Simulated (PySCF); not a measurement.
# BBr4: the cost of one run

Computed with PySCF 2.14.0, with density-fitted response routines of our own, on a single molecule in the gas phase. Atoms are numbered from 0 throughout.

## 1. The starting structure

5 atoms, charge -1, multiplicity 1; geometry from: GFN2-xTB. The atoms were then displaced at random by about 0.03 Å, so the start is not that level's minimum.

Bonds of the start (Å): Br0–B1 2.09, B1–Br2 2.06, B1–Br3 2.04, B1–Br4 2.02.

## 2. Relaxing the molecule at PBE0-D3(BJ)/def2-SVP

The job: settings as JSON, then the geometry in Å.

```
{"job": {"xc": "PBE0", "basis": "def2-SVP", "d3": "d3bj", "grid": 1, "shake": 0.03, "kind": "geom"}, "charge": -1, "multiplicity": 1}
Br     1.781530    -0.429610    -1.006090
B     -0.013330    -0.012340    -0.012580
Br    -1.438910    -1.389140    -0.557430
Br     0.452360    -0.105110     1.973030
Br    -0.689560     1.831430    -0.493420
```

On the command line:

```sh
$ OMP_NUM_THREADS=1 python probes_run.py task.json out
```

One launch serves the whole session: the jobs run in the order shown.

Q: Estimate the wall time and peak memory of this first job on 1 thread of Arm Neoverse N1, shared host.

About 90 s, with a peak of 0.71 GiB.
